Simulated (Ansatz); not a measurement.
Working through a ladder of methods at one geometry of CH4FISSi, SMILES C[Si](F)(S)I

Program: the Python package of Ansatz (0.2.0).

The cells in order, each with its output:

```python
from pathlib import Path

import ansatz as az
import numpy as np
```

```python
geometry_ang = [
    ('C', (0.6814, -0.1526, 1.0191)),
    ('Si', (-0.026, 0.2844, -0.6661)),
    ('F', (0.7045, -0.6141, -1.7625)),
    ('S', (-2.0342, -0.1655, -0.7547)),
    ('I', (0.3149, 2.6424, -1.193)),
    ('H', (1.7048, 0.1191, 1.0742)),
    ('H', (0.1595, 0.4775, 1.7912)),
    ('H', (0.5328, -1.1493, 1.2423)),
    ('H', (-1.9492, -1.4883, -0.7677)),
]
ch4fissi = az.Crystal.molecule()
for symbol, xyz in geometry_ang:
    ch4fissi = ch4fissi.atom(symbol, xyz)
```

```python
calculation = ch4fissi.calculation().basis(gaussian='def2-SVP')
```

```python
print('functional    E (Ha)        dipole (D)   HOMO (eV)  LUMO (eV)')
for name in ['pbe', 'lda', 'r2scan0', 'hf', 'r2scan', 'cam_b3lyp']:
    summary = calculation.functional(name).forces().orbitals().run(runs_dir='runs').report
    lines = Path(summary['orbitals_path']).read_text().splitlines()
    field_of = lambda key: [line.split('=')[1].strip() for line in lines if line.startswith(key)]
    orbitals = [(27.211386 * float(e), s, float(n)) for e, s, n in zip(field_of('Ene='), field_of('Spin='), field_of('Occup='))]
    homo = max(e for e, _, n in orbitals if n > 0.5)
    lumo = min(e for e, _, n in orbitals if n < 0.5)
    dipole = 4.803205 * np.linalg.norm(summary['charge_distribution']['dipole_moment_e_ang'])
    print(f'{name:10s} {summary["free_energy_ev"] / 27.211386246:14.6f} {dipole:9.3f} {homo:11.3f} {lumo:10.3f}')
```

    functional    E (Ha)        dipole (D)   HOMO (eV)  LUMO (eV)
    pbe          -1125.062812     2.014      -6.470     -1.336
    lda          -1121.584005     2.121      -6.564     -1.530
    r2scan0      -1125.506740     2.184      -8.001     -0.367
    hf           -1122.565502     2.254     -10.437      3.098
    r2scan       -1125.553470     2.143      -6.861     -1.108
    cam_b3lyp    -1125.518598     2.084      -8.985      0.668

Total energies depend on the basis set; only differences at equal settings carry meaning. The geometry is a force-field or estimated start, not a minimum of this method, and the basis set is short of its limit. A lower total doesn't mark the better method: functionals have no common bound, and MP2 and coupled cluster aren't variational. def2 sets replace the cores of elements past krypton by effective core potentials. Levels such as HOMO and LUMO are orbital energies: with these approximate functionals they aren't the ionisation energy and electron affinity, and their gap isn't the fundamental gap. Wall time of the script: 23 s on 1 thread of INTEL(R) XEON(R) PLATINUM 8581C CPU @ 2.10GHz (Emerald Rapids), with other jobs on the host, peak memory 0.4 GiB.
